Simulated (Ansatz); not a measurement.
# Ti, space group P6/mmm: a check of PAW against all-electron LAPW

Program: Ansatz's Python interface.

Interactive session:
```pycon
>>> import ansatz
>>> import numpy as np
>>> from pymatgen.core import Lattice, Structure
>>> from pymatgen.io.ase import AseAtomsAdaptor
>>> def count_gap(report):
...     # lowest empty less highest filled band, counting bands; zero where they overlap
...     return max(report.get('gap_by_band_count_ev') or 0.0, 0.0)
...
>>> pmg_structure = Structure(
...     Lattice([[4.6, 0.0, 0.0], [-2.3, 3.98372, 0.0], [0.0, 0.0, 2.82]]),
...     ['Ti', 'Ti', 'Ti'],
...     [
...         [0.0, 0.0, 0.0],
...         [1 / 3, 2 / 3, 0.5],
...         [2 / 3, 1 / 3, 0.5],
...     ],
... )
>>> structure = ansatz.Crystal.from_ase(AseAtomsAdaptor.get_atoms(pmg_structure))
>>> structure.resolved().tree()['lattice']
((4.6, 0.0, 0.0), (-2.3, 3.98372, 0.0), (0.0, 0.0, 2.82))
>>> base = (
...     structure.calculation()
...     .kpoints(7, 7, 10)
...     .occupations('fermi_dirac', width=0.1)
...     .functional('pbesol')
...     .stress()
...     .forces()
...     .band_table()
... )
>>> variants = {
...     'PAW': base.pseudopotentials('paw'),
...     'LAPW': base.pseudopotentials('all_electron', lapw=True),
... }
>>> # totals differ by the cores that each treatment holds, so compare what does not depend on them
>>> rows = []
>>> for label, variant in variants.items():
...     summary = variant.run(threads=1).report
...     levels = np.array(summary['eigenvalues_ev'][0]) - summary['fermi_energy_ev']
...     print(label, 'levels at the first k-point near E_F:', np.round(levels[np.abs(levels) < 5], 3))
...     rows.append((label, summary['n_electrons'], np.trace(summary['stress_gpa']) / 3, float(np.abs(summary['forces_ev_ang']).max()), count_gap(summary)))
...
DeckWarning: basis.ecutwfc = 420 eV, auto-derived from the records' recommended cutoffs: set by Ti (normal level)
PAW levels at the first k-point near E_F: [-1.897 -0.689 -0.689 -0.596 -0.596 -0.057  0.656  1.311  1.311]
LAPW levels at the first k-point near E_F: [-1.898 -0.688 -0.688 -0.596 -0.596 -0.057  0.656  1.311  1.311]
>>> print('     treatment  electrons in bands           P GPa  max force component eV/A  gap by band count eV')
     treatment  electrons in bands           P GPa  max force component eV/A  gap by band count eV
>>> for row in rows:
...     print(f'{str(row[0]):>14s}  {row[1]:18.1f}  {row[2]:14.3f}  {row[3]:24.4f}  {row[4]:20.3f}')
...
           PAW                36.0          -4.845                    0.0000                 0.000
          LAPW                36.0          -4.861                    0.0000                 0.000
```

PAW gives -4.845 GPa and LAPW -4.861 GPa, 0.016 GPa apart. They took 3.2 and 22.2 s of processor time.

The computed bands are complete only to about 1.0 eV above the Fermi level. The mesh is modest for a metal, so energies can be off by several to tens of meV an atom and pressures by half a GPa or more; differences at equal mesh fare better. A gap by band count of zero or less means overlapping bands, a metal. This isn't the structure that Ti takes at ambient conditions. Gaps and levels are Kohn-Sham values on a finite set of k-points. Warnings are shown shortened and without file and line. Pressure is positive in compression; the treatments may keep other shells as core, so totals and counts of electrons can differ. Finished in 26 s on 1 thread of Arm Neoverse V1, with other jobs on the host, peak memory 0.59 GiB.
